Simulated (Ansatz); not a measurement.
Predict the output of the script below (the Python package of Ansatz (0.2.0)).

Script `formation_srcusi.py`:
```python
"""Heat of formation of SrCuSi at zero temperature, after relaxing atoms and volume at fixed cell shape."""

from collections import Counter

import ansatz as az
import numpy as np

FUNCTIONAL = "LDA"
CUTOFF_EV = 420
MAX_ITERATIONS = 150
KSPACING = 0.3
OCCUPATIONS = "fermi_dirac"
SIGMA = 0.05

PHASES = {
    "SrCuSi": (
        [(4.088844, 0.0, 0.0), (-2.044422, 3.541042, 0.0), (0.0, 0.0, 9.36502)],
        [
            ("Sr", (0.0, 0.0, 0.5)),
            ("Sr", (0.0, 0.0, 0.0)),
            ("Si", (2 / 3, 1 / 3, 0.75)),
            ("Si", (1 / 3, 2 / 3, 0.25)),
            ("Cu", (2 / 3, 1 / 3, 0.25)),
            ("Cu", (1 / 3, 2 / 3, 0.75)),
        ],
    ),
    "Sr": (
        [(0.0, 3.04235, 3.04235), (3.04235, 0.0, 3.04235), (3.04235, 3.04235, 0.0)],
        [
            ("Sr", (0.0, 0.0, 0.0)),
        ],
    ),
    "Si": (
        [(0.0, 2.71356, 2.71356), (2.71356, 0.0, 2.71356), (2.71356, 2.71356, 0.0)],
        [
            ("Si", (0.75, 0.75, 0.75)),
            ("Si", (0.5, 0.5, 0.5)),
        ],
    ),
    "Cu": (
        [(0.0, 1.8075, 1.8075), (1.8075, 0.0, 1.8075), (1.8075, 1.8075, 0.0)],
        [
            ("Cu", (0.0, 0.0, 0.0)),
        ],
    ),
}


def build(vectors, sites):
    crystal = az.Crystal(lattice=az.Lattice.of(vectors))
    for symbol, position in sites:
        crystal = crystal.atom(symbol, position)
    return crystal


def run_phase(name, crystal):
    calc = (
        crystal.calculation()
        .functional(FUNCTIONAL)
        .basis(CUTOFF_EV, density_ratio=4)
        .accuracy("low")
        .scf(max_iterations=MAX_ITERATIONS)
        .kpoints(spacing=KSPACING)
        .occupations(OCCUPATIONS, width=SIGMA)
        .stress()
    )
    calc = calc.relax(force_tolerance=0.01, max_steps=60, fix_cell=["shape"])
    return calc.run()


def counts(outcome):
    return Counter(site.symbol for site in outcome.lattice.sites)

def formation_energy(outcome, mu):
    n = counts(outcome)
    return (outcome.report["energy_sigma0_ev"] - sum(k * mu[element] for element, k in n.items())) / sum(n.values())


def volume_per_atom(outcome):
    return abs(np.linalg.det(outcome.lattice.cell_ang)) / len(outcome.lattice.sites)


def main() -> None:
    phases = {name: build(*cell) for name, cell in PHASES.items()}

    done = {name: run_phase(name, crystal) for name, crystal in phases.items()}

    # chemical potentials of the elements at zero temperature
    references = {"Sr": "Sr", "Si": "Si", "Cu": "Cu"}
    mu = {element: done[name].report["energy_sigma0_ev"] / len(done[name].lattice.sites) for element, name in references.items()}

    target = done["SrCuSi"]
    heat = formation_energy(target, mu)
    n = counts(target)
    print("cell content:", dict(n), " volume", round(volume_per_atom(target), 3), "A^3/atom")
    print("formation energy", round(heat, 4), "eV/atom,", round(heat * sum(n.values()), 4), "eV per cell")
    print("bound against the elements" if heat < 0 else "unbound against the elements")


if __name__ == "__main__":
    main()
```

```console
$ python formation_srcusi.py
cell content: {<Element.SR: 'Sr'>: 2, <Element.SI: 'Si'>: 2, <Element.CU: 'Cu'>: 2}  volume 21.235 A^3/atom
formation energy -0.3671 eV/atom, -2.2024 eV per cell
bound against the elements
```

Notes:
- These settings explore the input space; cutoff and mesh may be short of convergence.
- For the metals among these phases the mesh is modest: differences between phases can be off by up to 40 meV an atom.
- Atoms and volume are relaxed with the cell's shape held, which in cells of lower than cubic symmetry can hide stresses and shift volumes.
- The cells come from databases of deposited and of computed structures, and not all need be stable phases.
- The compound is the structure given, not necessarily its lowest; energies are at zero temperature, with no correction for gases. A semilocal functional's error on such energies is often 0.05 to 0.1 eV an atom, and 0.1 to 0.3 eV against gases such as O2 or F2.
- The whole script took 29 s on 1 thread of Arm Neoverse V1, with other jobs on the host, peak memory 0.47 GiB.
